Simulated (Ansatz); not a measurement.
NaLaMnMoO6:

```xyz
10
Lattice="5.4321 -0.0113 -0.0003 2.4436 4.9348 -0.0186 0.1094 2.6847 5.0456" Properties=species:S:1:pos:R:3 pbc="T T T"
Na    4.0149    2.2638    3.7141
La    3.4885    2.5591    0.0405
Mn    6.4651    3.9635    2.0907
Mo    3.6032    5.7223    1.6638
O     4.6507    4.5363    2.8337
O     2.3582    0.4025    0.2897
O     2.2610    2.2480    2.2733
O     2.3489    4.5717    0.5966
O     2.2563    5.4095    3.0451
O     5.5988    2.3431    1.0178
```

The cell was built by a generator and needn't be a form met in nature.

| Property | Result |
| --- | --- |
| Program | Ansatz 0.2.0 |
| Task | relaxation of cell and atoms |
| Functional | PBE |
| Dispersion | D4 |
| Potentials or basis | Ansatz PAW |
| Cutoff | 420 eV (not typed: the program's choice for these potentials) |
| k mesh | 4 × 5 × 4 |
| Occupations | fermi-dirac, width 0.05 eV |
| Spin | collinear spin, ferromagnetic start |
| Starting moments | [0.0, 0.0, 4.0, 1.0, 0.0, 0.0, 0.0, 0.0, 0.0, 0.0] μB |

At the start: volume 13.57 Å³/atom.

Q: Where does the relaxation end?

A: It ends after 25 steps and the volume is 13.15 Å³/atom (-3.1 %); space group P1 (No. 1, to 0.05 Å); moment 5.00 μB per cell.

Step by step:
```
step  energy change (eV)  largest force (eV/Å)  volume (Å³)
   1              0.0000                0.0260       135.66
   2             -0.0279                0.2429       132.13
   3             -0.0341                0.0982       132.61
   4             -0.0377                0.0644       132.37
   5             -0.0409                0.0411       131.83
   6             -0.0414                0.0376       131.73
   7             -0.0416                0.0631       131.71
   8             -0.0418                0.0117       131.69
   9             -0.0417                0.0107       131.73
  10             -0.0417                0.0094       131.74
  11             -0.0418                0.0230       131.75
  12             -0.0421                0.0331       131.77
  13             -0.0426                0.0454       131.78
  14             -0.0434                0.0429       131.74
  15             -0.0444                0.0389       131.71
  16             -0.0451                0.0187       131.64
  17             -0.0452                0.0361       131.68
  18             -0.0454                0.0183       131.67
  19             -0.0455                0.0089       131.66
  20             -0.0454                0.0081       131.68
  21             -0.0358                0.0084       131.68
  22             -0.0367                0.0114       131.53
  23             -0.0368                0.0139       131.50
  24             -0.0369                0.0041       131.50
  25             -0.0364                0.0041       131.50
```

Final structure:
```
Na La Mn Mo O
1.0
     5.39515   -0.10235   -0.04260
     2.34413    4.78365   -0.09429
     0.02415    2.56488    5.00803
Na La Mn Mo O
1 1 1 1 6
Direct
  0.70207 0.05702 0.73084
  0.41122 0.51769 0.00633
  0.91247 0.58690 0.40878
  0.22340 0.97327 0.33770
  0.57248 0.61799 0.56905
  0.42288 0.03228 0.06206
  0.30989 0.22934 0.44325
  0.03470 0.86886 0.11442
  0.05712 0.75172 0.60552
  0.85376 0.36492 0.22204
```

Caveat: the plane-wave basis is chosen anew once the cell has moved, so the energies of steps on either side of that aren't comparable; the pressure holds a Pulay correction of +0.6 GPa for the finite cutoff; a cell with one magnetic atom can't hold antiferromagnetic order, which such compounds often take.
